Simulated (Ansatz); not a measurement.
**One shape, several levels: C5H10O2 (4-methyl-1,3-dioxane)**

We compute a comparison of 6 runs (HF/STO-3G, HF/3-21G, HF/6-31G*, PBE0/6-31G*, revPBE/6-31G*, CCSD/6-31G*) of C5H10O2 (4-methyl-1,3-dioxane). 

Program for the calculation: Ansatz 0.2.0.

25 further runs of the same task are left out: 25 set aside as unsound or not needed. Runs told in other sessions of the task aren't counted.

## 1. The molecule

The species is C5H10O2 (17 atoms), meant as a singlet with charge 0. As SMILES, `CC1CCOCO1`. The C1–C2 distance was set to 3.343 Å, away from the relaxed value. At this shape a bond of the SMILES string is far longer than usual.

Bond lengths: C2–C3 1.527 Å, C3–C4 1.517 Å, C4–O5 1.413 Å, O5–C6 1.395 Å, C2–O7 1.426 Å, C6–O7 1.394 Å, C1–H8 1.091 Å, C1–H9 1.092 Å, C1–H10 1.093 Å, C2–H11 1.093 Å, C3–H12 1.093 Å, C3–H13 1.094 Å, C4–H14 1.101 Å, C4–H15 1.091 Å, C6–H16 1.104 Å, C6–H17 1.090 Å. Some angles: C2–C3–C4 110.5°, C3–C2–O7 109.4°, C3–C4–O5 110.1°, C4–O5–C6 110.2°, O5–C6–O7 113.1°, C2–O7–C6 113.5°, C2–C3–H12 108.8°, C2–C3–H13 110.4°, C4–C3–H12 108.5°, C4–C3–H13 110.6°.

## 2. The energy at HF/STO-3G (run 1)

run.yaml reads:

```yaml
crystal:
  periodic: [false, false, false]
  atoms:
    - {symbol: C, position_ang: [-0.600588, -3.235682, -1.037748]}
    - {symbol: C, position_ang: [0.886880, -0.297200, -0.462930]}
    - {symbol: C, position_ang: [0.070700, 0.907180, -0.926650]}
    - {symbol: C, position_ang: [-1.043240, 1.204310, 0.059710]}
    - {symbol: O, position_ang: [-0.515170, 1.328310, 1.364660]}
    - {symbol: C, position_ang: [0.148030, 0.156820, 1.729980]}
    - {symbol: O, position_ang: [1.237200, -0.132500, 0.909770]}
    - {symbol: H, position_ang: [-0.001458, -4.045132, -0.616978]}
    - {symbol: H, position_ang: [-1.603018, -3.295492, -0.609868]}
    - {symbol: H, position_ang: [-0.691408, -3.399422, -2.114218]}
    - {symbol: H, position_ang: [1.848300, -0.296470, -0.982940]}
    - {symbol: H, position_ang: [0.727670, 1.779090, -0.980740]}
    - {symbol: H, position_ang: [-0.337810, 0.729660, -1.925630]}
    - {symbol: H, position_ang: [-1.807030, 0.411500, 0.045760]}
    - {symbol: H, position_ang: [-1.538910, 2.148020, -0.172300]}
    - {symbol: H, position_ang: [-0.569470, -0.682110, 1.732170]}
    - {symbol: H, position_ang: [0.543910, 0.307850, 2.733810]}
basis:
  gaussian: {orbitals: STO-3G}
hamiltonian: {xc: hf}
accuracy: high
output: {orbitals: {seedname: orbitals}}
```

Run with:

```bash
$ ansatz run run.yaml --threads 1 --pin off --max-ram 3480MiB --events-out events.jsonl --progress --plain --runs-dir runs
```

Log:

```text
Warning: RAYON_NUM_THREADS=1 ignored (pool sized by the plan → 1); use --threads N
Functional definition: HF
  name "HF"
  exchange = exact_x
  correlation = 0
1020 factors; integrals over basis functions are off by at most 4.5e-9 eV
mean field evaluation 1: about -9249.6215 eV, gradient 3.9e1 eV
mean field evaluation 2: about -9250.0690 eV, gradient 3.9e1 eV
mean field evaluation 4: about -9256.9343 eV, gradient 1.3e1 eV
mean field evaluation 8: about -9257.7867 eV, gradient 2.4e-1 eV
mean field evaluation 16: about -9254.7925 eV, gradient 1.7e1 eV
mean field -9257.77970274 eV, -340.2171289273 hartree, gradient 1.5e-8 eV, S^2 0.000000; 0 other end points of the search recorded, 0 dependent functions left out
reference -9257.77970274 eV, -340.2171289273 hartree; 28, 28 occupied and 17, 17 virtual orbitals, 1020 factors
Total energy: -9257.77970274 eV, -340.2171289273 hartree
```

Run time: 0.81 s. Hardware: 1 thread of Arm Neoverse V2, shared host; peak memory 0.1 GiB.

## 3. A single-point energy at HF/3-21G (run 2)

input.yaml reads:

```yaml
crystal:
  periodic: [false, false, false]
  atoms:
    - {symbol: C, position_ang: [-0.600588, -3.235682, -1.037748]}
    - {symbol: C, position_ang: [0.886880, -0.297200, -0.462930]}
    - {symbol: C, position_ang: [0.070700, 0.907180, -0.926650]}
    - {symbol: C, position_ang: [-1.043240, 1.204310, 0.059710]}
    - {symbol: O, position_ang: [-0.515170, 1.328310, 1.364660]}
    - {symbol: C, position_ang: [0.148030, 0.156820, 1.729980]}
    - {symbol: O, position_ang: [1.237200, -0.132500, 0.909770]}
    - {symbol: H, position_ang: [-0.001458, -4.045132, -0.616978]}
    - {symbol: H, position_ang: [-1.603018, -3.295492, -0.609868]}
    - {symbol: H, position_ang: [-0.691408, -3.399422, -2.114218]}
    - {symbol: H, position_ang: [1.848300, -0.296470, -0.982940]}
    - {symbol: H, position_ang: [0.727670, 1.779090, -0.980740]}
    - {symbol: H, position_ang: [-0.337810, 0.729660, -1.925630]}
    - {symbol: H, position_ang: [-1.807030, 0.411500, 0.045760]}
    - {symbol: H, position_ang: [-1.538910, 2.148020, -0.172300]}
    - {symbol: H, position_ang: [-0.569470, -0.682110, 1.732170]}
    - {symbol: H, position_ang: [0.543910, 0.307850, 2.733810]}
basis:
  gaussian: {orbitals: 3-21G.json}
hamiltonian: {xc: hf}
accuracy: high
output: {orbitals: {seedname: orbitals}}
```

The basis set 3-21G is read from a file made from the Basis Set Exchange's data (not shown).

Run with:

```bash
$ ansatz run input.yaml --threads 1 --pin off --max-ram 3480MiB --events-out events.jsonl --progress --plain --runs-dir runs
```

Log:

```text
Warning: RAYON_NUM_THREADS=1 ignored (pool sized by the plan → 1); use --threads N
[... 4 set-up lines as earlier in the session ...]
2046 factors; integrals over basis functions are off by at most 3.2e-8 eV
mean field evaluation 1: about -9318.7575 eV, gradient 4.2e1 eV
mean field evaluation 2: about -9319.4599 eV, gradient 4.3e1 eV
mean field evaluation 4: about -9325.3276 eV, gradient 7.9e0 eV
mean field evaluation 8: about -9325.5923 eV, gradient 1.0e0 eV
mean field evaluation 16: about -9325.5979 eV, gradient 1.8e-5 eV
mean field -9325.59790440 eV, -342.7094018696 hartree, gradient 2.0e-8 eV, S^2 0.000000; 0 other end points of the search recorded, 0 dependent functions left out
reference -9325.59790440 eV, -342.7094018696 hartree; 28, 28 occupied and 55, 55 virtual orbitals, 2046 factors
Total energy: -9325.59790440 eV, -342.7094018696 hartree
```

It took 2 s on 1 thread of Arm Neoverse V2, shared host; peak memory 0.25 GiB.

Runs 3 to 4 aren't shown in full; the table further down has their settings and results.

## 4. The energy at revPBE/6-31G(d) (spherical functions) (run 5)

run.yaml: that of step 2 with these lines changed.

```diff
@@ -21,4 +21,4 @@
 basis:
-  gaussian: {orbitals: STO-3G}
-hamiltonian: {xc: hf}
+  gaussian: {orbitals: 6-31G_st_-spherical.json}
+hamiltonian: {xc: {name: revPBE}}
 accuracy: high
```

The basis set 6-31G* is read from a file made from the Basis Set Exchange's data (not shown).

Run with:

```bash
$ ansatz run run.yaml --threads 1 --pin off --max-ram 3480MiB --events-out events.jsonl --progress --plain --runs-dir runs
```

Log:

```text
Warning: RAYON_NUM_THREADS=1 ignored (pool sized by the plan → 1); use --threads N
Functional definition: revPBE
  name "revPBE"
  parameter kappa = 1.245
  parameter beta = 0.06672455060314922
  exchange = pbe_x(kappa = kappa, mu = beta*pi^2/3)
  correlation = pbe_c(beta = beta)
2980 factors; integrals over basis functions are off by at most 9.0e-9 eV
mean field evaluation 1: about -9418.1308 eV, gradient 7.4e1 eV
mean field evaluation 2: about -9387.0526 eV, gradient 1.2e2 eV
mean field evaluation 4: about -9422.9180 eV, gradient 4.6e1 eV
mean field evaluation 8: about -9432.6959 eV, gradient 1.9e1 eV
mean field evaluation 16: about -9434.1162 eV, gradient 1.3e-5 eV
mean field -9434.11619742 eV, -346.6973755816 hartree, gradient 2.8e-8 eV, S^2 0.000000; 0 other end points of the search recorded, 0 dependent functions left out
reference -9434.11620106 eV, -346.6973757155 hartree; 28, 28 occupied and 90, 90 virtual orbitals, 2980 factors
Total energy: -9434.11620106 eV, -346.6973757155 hartree
```

It took 15 s on 1 thread of Arm Neoverse V2, shared host; peak memory 0.42 GiB.

## 5. A single-point energy at CCSD/6-31G(d) (spherical functions) (run 6)

input.yaml: that of step 3 with these lines changed.

```diff
@@ -21,5 +21,9 @@
 basis:
-  gaussian: {orbitals: 3-21G.json}
-hamiltonian: {xc: hf}
+  gaussian:
+    orbitals: 6-31G_st_-spherical.json
+correlation:
+  method: ccsd
+  frozen_orbitals: {C: 1, H: 0, O: 1}
 accuracy: high
-output: {orbitals: {seedname: orbitals}}
+scf:
+  omitted_lower_state_checks: [cluster_reference, increment]
```

The basis set 6-31G* is read from a file made from the Basis Set Exchange's data (not shown).

Run with:

```bash
$ ansatz run input.yaml --threads 1 --pin off --max-ram 3480MiB --events-out events.jsonl --progress --plain --runs-dir runs
```

Log, cut to the lines that bear on the results:

```text
Warning: RAYON_NUM_THREADS=1 ignored (pool sized by the plan → 1); use --threads N
[... 2 set-up lines as earlier in the session ...]
[...]
2980 factors; integrals over basis functions are off by at most 9.0e-9 eV
[...]
mean field -9377.63952588 eV, -344.6218961837 hartree, gradient 1.5e-8 eV, S^2 0.000000; 0 other end points of the search recorded, 0 dependent functions left out; unrestricted orbitals would lower it
7 core orbitals not correlated: weight in the atoms' cores, before any rotation towards them, 1.000 or more for the frozen orbitals, at most 0.000 for the correlated occupied ones
reference -9377.63952588 eV, -344.6218961837 hartree; 21, 21 occupied and 90, 90 virtual orbitals, 2980 factors
second order -28.50852021 eV of doubles, -0.00000000 eV of singles
cycle   1  -28.27220736 eV  change    -3.2e0 eV  update   1.5e-1
[...]
cycle  28  -30.29073533 eV  change    1.0e-9 eV  update   1.6e-9
WARN: these amplitudes may be one of several solutions (largest doubles amplitude 0.46, level shift 5.14 eV)
Total energy: -9407.93026121 eV, -345.7350601753 hartree
Checks for a lower state left out: cluster_reference, increment
```

Wall time 2 min (1 thread of Arm Neoverse V2, shared host); peak memory 1.4 GiB.

## 6. The series

```csv
run,level,frozen core orbitals,energy (Eh),HOMO energy (eV),LUMO energy (eV),HOMO–LUMO gap (eV),wall time
1,HF/STO-3G,–,-340.217129,-3.98,1.88,5.86,0.81 s
2,HF/3-21G,–,-342.709402,-6.76,0.12,6.88,2 s
3,HF/6-31G* (spherical functions),–,-344.621896,-6.80,0.16,6.96,6.9 s
4,PBE0/6-31G* (spherical functions),–,-346.383686,-5.37,-2.84,2.53,19 s
5,revPBE/6-31G* (spherical functions),–,-346.697376,-4.48,-3.34,1.14,15 s
6,CCSD/6-31G* (spherical functions),7,-345.735060,–,–,–,2 min
```

## 7. Outcome

| quantity | value |
| --- | --- |
| run 6: total energy | -345.73506 Eh |
| run 6: correlation energy (7 core orbitals frozen) | -1113.2 mEh |
| run 6: T1 diagnostic | 0.019 |

Over runs 1, 2, 3, 4, 5 the HOMO–LUMO gap runs from 1.14 eV (revPBE/6-31G*) to 6.96 eV (HF/6-31G*). Exact exchange widens orbital gaps. Totals of different functionals can't be ranked against each other. In run 6 the log says that unrestricted orbitals would lower the reference, so the values rest on an unstable closed-shell determinant (other closed-shell runs at this shape may share the fault). In run 1 the basis is minimal, so the values are rough. In all runs a closed-shell determinant meets a far-stretched bond; if it breaks into open shells, such a determinant describes it badly, and no broken-symmetry solution was shown. All runs together took 2.8 min, the longest 2 min.
